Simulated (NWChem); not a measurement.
**B3LYP/6-31G(d) (Cartesian functions) run of CHBrCl2 (bromodichloromethane)**

Aim: the vertical singlet–triplet gap of CHBrCl2 (bromodichloromethane) at B3LYP/6-31G* (Cartesian functions), from 2 runs. 

The results are computed with NWChem 7.3.0.

6 further runs of the same task are left out: 3 that didn't finish, 3 set aside as unsound or not needed.

## 1. The molecule

CHBrCl2: 5 atoms, total charge 0, spin state singlet. SMILES: `ClC(Cl)Br`. Geometry: relaxed at PBE0-D4/def2-TZVP.

Bond lengths: Cl1–C2 1.754 Å, C2–Cl3 1.754 Å, C2–Br4 1.934 Å, C2–H5 1.084 Å. Angles: Cl1–C2–Cl3 111.5°, Cl1–C2–Br4 111.2°, Cl3–C2–Br4 111.2°, Cl1–C2–H5 108.1°, Cl3–C2–H5 108.1°, Br4–C2–H5 106.3°.

## 2. Energy and gradient at B3LYP/6-31G(d) (Cartesian functions)

File calc.nw:

```
start calc
title "CHBrCl2"
memory total 2200 mb
geometry units angstroms noautosym nocenter noautoz
   Cl      -0.545310       0.154210       1.648620
   C        0.079970       0.086060       0.011540
   Cl       1.215390      -1.235370      -0.189200
   Br      -1.353490      -0.018800      -1.282480
   H        0.603440       1.013890      -0.188490
end
basis
   * library 6-31G*
end
dft
   xc b3lyp
   grid fine
   convergence energy 1e-08
   iterations 100
   mulliken
end
task dft gradient
```

Started as:

```
$ nwchem calc.nw > calc.out
```

The log of the run:

```text
Northwest Computational Chemistry Package (NWChem) 7.3.0
             --------------------------------------------------------

           Job information
           ---------------

    nwchem branch   = 7.3.0
    use scalapack   = T
    input           = calc.nw
    prefix          = calc.
    data base       = ./calc.db
    status          = startup
    nproc           =        1

           Memory information
           ------------------

    heap     =     72089600 doubles =      550.0 Mbytes
    stack    =     72089597 doubles =      550.0 Mbytes
    global   =    144179200 doubles =     1100.0 Mbytes (distinct from heap & stack)
    total    =    288358397 doubles =     2200.0 Mbytes
    verify   = yes
    hardfail = no

           Directory information
           ---------------------

  0 permanent = .
  0 scratch   = .

                                NWChem Input Module
                                -------------------

                                      CHBrCl2
                                      -------

 Scaling coordinates for geometry "geometry" by  1.889725989
 (inverse scale =  0.529177249)

                             Geometry "geometry" -> ""
                             -------------------------

 Output coordinates in angstroms (scale by  1.889725989 to convert to a.u.)

  No.       Tag          Charge          X              Y              Z
 ---- ---------------- ---------- -------------- -------------- --------------
    1 Cl                  17.0000    -0.54531000     0.15421000     1.64862000
    2 C                    6.0000     0.07997000     0.08606000     0.01154000
    3 Cl                  17.0000     1.21539000    -1.23537000    -0.18920000
    4 Br                  35.0000    -1.35349000    -0.01880000    -1.28248000
    5 H                    1.0000     0.60344000     1.01389000    -0.18849000

      Atomic Mass
      -----------

      Cl                34.968850
      C                 12.000000
      Br                79.916500
      H                  1.007825

 Effective nuclear repulsion energy (a.u.)     396.6840317046

            Nuclear Dipole moment (a.u.)
            ----------------------------
        X                 Y               Z
 ---------------- ---------------- ----------------
   -65.9467693783   -33.0843210533   -38.1647359900

            XYZ format geometry
            -------------------
     5
 geometry
 Cl                   -0.54531000     0.15421000     1.64862000
 C                     0.07997000     0.08606000     0.01154000
 Cl                    1.21539000    -1.23537000    -0.18920000
 Br                   -1.35349000    -0.01880000    -1.28248000
 H                     0.60344000     1.01389000    -0.18849000

 ==============================================================================
                                internuclear distances
 ------------------------------------------------------------------------------
       center one      |      center two      | atomic units |  angstroms
 ------------------------------------------------------------------------------
    2 C                |   1 Cl               |     3.31411  |     1.75375
    3 Cl               |   2 C                |     3.31411  |     1.75375
    4 Br               |   2 C                |     3.65470  |     1.93398
    5 H                |   2 C                |     2.04833  |     1.08393
 ------------------------------------------------------------------------------
                         number of included internuclear distances:          4
 ==============================================================================

 ==============================================================================
                                 internuclear angles
 ------------------------------------------------------------------------------
        center 1       |       center 2       |       center 3       |  degrees
 ------------------------------------------------------------------------------
    1 Cl               |   2 C                |   3 Cl               |   111.53
    1 Cl               |   2 C                |   4 Br               |   111.25
    1 Cl               |   2 C                |   5 H                |   108.13
    3 Cl               |   2 C                |   4 Br               |   111.25
    3 Cl               |   2 C                |   5 H                |   108.13
    4 Br               |   2 C                |   5 H                |   106.31
 ------------------------------------------------------------------------------
                            number of included internuclear angles:          6
 ==============================================================================

 Summary of "ao basis" -> "" (cartesian)
 ------------------------------------------------------------------------------
       Tag                 Description            Shells   Functions and Types
 ---------------- ------------------------------  ------  ---------------------
 *                           6-31G*                   on all atoms

                                 NWChem DFT Module
                                 -----------------

                                      CHBrCl2

                      Basis "ao basis" -> "ao basis" (cartesian)
                      -----
  [basis functions not shown]

[... 20 lines left out ...]
  convergence criterion.
[... 1 line left out ...]
  convergence criterion.
[... 15 lines left out ...]
          Convergence on energy requested:  1.00D-08
          Convergence on density requested:  1.00D-05
          Convergence on gradient requested:  5.00D-04
[... 23 lines left out ...]
          Spatial weights used:  Erf1
[... 1 line left out ...]
          Convergence Information
[... 1 line left out ...]
          Convergence aids based upon iterative change in
          total energy or number of iterations.
[... 55 lines left out ...]
   convergence    iter        energy       DeltaE   RMS-Dens  Diis-err    time
[... 11 lines left out ...]
         Total DFT energy =    -3532.963020626558
      One electron energy =    -5694.474004266902
           Coulomb energy =     1918.427243879560
    Exchange-Corr. energy =     -153.600291943766
 Nuclear repulsion energy =      396.684031704550
[... 5 lines left out ...]
                       DFT Final Molecular Orbital Analysis
[... 641 lines left out ...]
     ---------------------------------------------
      Total Density - Mulliken Population Analysis
     ---------------------------------------------

    Atom       Charge   Shell Charges
 -----------   ------   -------------------------------------------------------
    1 Cl  17    16.95   2.00  1.99  5.97  1.47  3.60  0.52  1.41 -0.01
    2 C    6     6.38   1.99  0.70  1.93  0.72  0.98  0.06
    3 Cl  17    16.95   2.00  1.99  5.97  1.47  3.60  0.52  1.41 -0.01
    4 Br  35    34.99   2.00  1.99  6.00  1.93  5.99  1.63  3.78  0.35  1.23  7.02  2.95  0.13
    5 H    1     0.73   0.52  0.21

     -------------------------------------------
      Total Density - Lowdin Population Analysis
     -------------------------------------------

    Atom       Charge   Shell Charges
 -----------   ------   -------------------------------------------------------
    1 Cl  17    16.96   2.00  1.98  5.91  0.66  3.35  0.46  1.82  0.79
    2 C    6     6.30   1.98  0.39  1.76  0.35  1.28  0.54
    3 Cl  17    16.96   2.00  1.98  5.91  0.66  3.35  0.46  1.82  0.79
    4 Br  35    34.99   2.00  1.91  5.99  0.78  5.90  0.57  3.46  0.34  1.68  7.76  3.59  1.01
    5 H    1     0.80   0.50  0.31

 center of mass
 --------------
 x =  -0.96499973 y =  -0.43227621 z =  -0.59766580

 moments of inertia (a.u.)
 ------------------
         922.459684209439         256.175579469115        -260.101325230190
         256.175579469115        1349.557658607618         -25.094329819395
        -260.101325230190         -25.094329819395         761.563751600701

     Multipole analysis of the density
     ---------------------------------

     L   x y z        total         alpha         beta         nuclear
     -   - - -        -----         -----         ----         -------
     0   0 0 0     -0.000000    -38.000000    -38.000000     76.000000

     1   1 0 0      0.233751     33.090260     33.090260    -65.946769
[... 8 lines of this table left out ...]
     2   0 0 2    -36.930256   -204.903982   -204.903982    372.877708

            General Information
            -------------------
          SCF calculation type: DFT
          Wavefunction type:  closed shell.
          No. of atoms     :     5
          No. of electrons :    76
           Alpha electrons :    38
            Beta electrons :    38
          Charge           :     0
          Spin multiplicity:     1
          Use of symmetry is: off; symmetry adaption is: off
          Maximum number of iterations: 100
          AO basis - number of functions:    90
                     number of shells:    36
          Convergence on energy requested:  1.00D-08
          Convergence on density requested:  1.00D-05
          Convergence on gradient requested:  5.00D-04

              XC Information
              --------------
                         B3LYP Method XC Potential
                     Hartree-Fock (Exact) Exchange  0.200
                        Slater Exchange Functional  0.800 local
                    Becke 1988 Exchange Functional  0.720 non-local
              Lee-Yang-Parr Correlation Functional  0.810
                  VWN I RPA Correlation Functional  0.190 local

             Grid Information
             ----------------
          Grid used for XC integration:  fine
          Radial quadrature: Mura-Knowles
          Angular quadrature: Lebedev.
          Tag              B.-S. Rad. Rad. Pts. Rad. Cut. Ang. Pts.
          ---              ---------- --------- --------- ---------
          Cl                  1.00      123          10.0       770
          C                   0.70       70           8.0       590
          Br                  1.15      140          10.0       974
          H                   0.35       60           8.0       590
          Grid pruning is: on
          Number of quadrature shells:   516
          Spatial weights used:  Erf1

          Convergence Information
          -----------------------
          Convergence aids based upon iterative change in
          total energy or number of iterations.
          Levelshifting, if invoked, occurs when the
          HOMO/LUMO gap drops below (HL_TOL):  1.00D-02
          DIIS, if invoked, will attempt to extrapolate
          using up to (NFOCK): 10 stored Fock matrices.

                    Damping( 0%)  Levelshifting(0.5)       DIIS
                  --------------- ------------------- ---------------
          dE  on:    start            ASAP                start
          dE off:    2 iters        100 iters           100 iters

      Screening Tolerance Information
      -------------------------------
          Density screening/tol_rho:  1.00D-11
          AO Gaussian exp screening on grid/accAOfunc:  18
          CD Gaussian exp screening on grid/accCDfunc:  20
          XC Gaussian exp screening on grid/accXCfunc:  20
          Schwarz screening/accCoul:  1.00D-09

                            NWChem DFT Gradient Module
                            --------------------------

                                      CHBrCl2

  charge          =   0.00
  wavefunction    = closed shell

                         DFT ENERGY GRADIENTS

    atom               coordinates                        gradient
                 x          y          z           x          y          z
   1 Cl     -1.030486   0.291415   3.115440    0.004919  -0.001804  -0.014221
   2 C       0.151121   0.162630   0.021807   -0.003519  -0.007331   0.002172
   3 Cl      2.296754  -2.334511  -0.357536   -0.010703   0.010525   0.002086
   4 Br     -2.557725  -0.035527  -2.423536    0.009898  -0.000275   0.009691
   5 H       1.140336   1.915974  -0.356194   -0.000595  -0.001115   0.000273

                 ----------------------------------------
                 |  Time  |  1-e(secs)   |  2-e(secs)   |
                 ----------------------------------------
                 |  CPU   |       0.00   |       6.20   |
                 ----------------------------------------
                 |  WALL  |       0.00   |       6.20   |
                 ----------------------------------------

 Task  times  cpu:       18.7s     wall:       18.7s
 Total times  cpu:       18.7s     wall:       18.7s
```

Run time: 20 s. Hardware: 1 thread of Intel Xeon 6975P-C (Granite Rapids), shared host; peak memory 0.12 GiB.

(Part 1 of 2 ends here.)
